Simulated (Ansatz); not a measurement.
# NiGe: the cost of one run

Program: Ansatz 0.2.0. Level of theory: DFT PBEsol, scalar-relativistic, plane waves, PAW. These are calculated values, not measurements.

## Step 1: Starting point

Symmetry: Pnma, No. 62, orthorhombic system. The conventional cell has a = 5.381 Å, b = 3.428 Å, c = 5.811 Å, α = 90.00°, β = 90.00°, γ = 90.00°. Ni (site symmetry m) has 6 Ge at 2.33 to 2.49 Å as nearest neighbours. Ge (site symmetry m) is surrounded by 6 Ni at 2.33 to 2.49 Å.

Structure file:

```
CELL_PARAMETERS angstrom
5.38100 0.00000 0.00000
0.00000 3.42800 0.00000
0.00000 0.00000 5.81100
ATOMIC_POSITIONS crystal
Ni 0.99500 0.75000 0.19000
Ni 0.00500 0.25000 0.81000
Ni 0.50500 0.25000 0.69000
Ni 0.49500 0.75000 0.31000
Ge 0.81200 0.75000 0.58300
Ge 0.18800 0.25000 0.41700
Ge 0.68800 0.25000 0.08300
Ge 0.31200 0.75000 0.91700
```

Source of the structure: the Crystallography Open Database.

(A quick probe on a coarse mesh, which set the mesh and smearing, is not shown.)

## Step 3: Full relaxation

The input, input.yaml:

```yaml
crystal:
  lattice:
    - [5.381, 0.0, 0.0]
    - [0.0, 3.428, 0.0]
    - [0.0, 0.0, 5.811]
  atoms:
    - { symbol: Ni, position: [0.995, 0.75, 0.19] }
    - { symbol: Ni, position: [0.005, 0.25, 0.81] }
    - { symbol: Ni, position: [0.505, 0.25, 0.69] }
    - { symbol: Ni, position: [0.495, 0.75, 0.31] }
    - { symbol: Ge, position: [0.812, 0.75, 0.583] }
    - { symbol: Ge, position: [0.188, 0.25, 0.417] }
    - { symbol: Ge, position: [0.688, 0.25, 0.083] }
    - { symbol: Ge, position: [0.312, 0.75, 0.917] }
basis:
  ecutwfc: 420
kpoints:
  mp_grid: { grid: [8, 10, 6] }
hamiltonian:
  xc: pbesol
scf:
  occupations: { method: gaussian, width: 0.1 }
output:
  forces: true
  stress: true
  eigenvalues: true
relax:
  adjacent_minimum: "off"
  f_tol: 0.005
  max_steps: 80
  cell: { stress_tol: 0.05 }
```

On the command line:

```console
$ ansatz run input.yaml --threads 2 --pin off --max-ram 5120MiB --backend cpu --events-out ev --progress --plain --runs-dir out
```

Q: Estimate wall time and peak memory on 2 threads of Intel Xeon 6975P-C (Granite Rapids), shared host.

About 92 s, with a peak of 1 GiB.
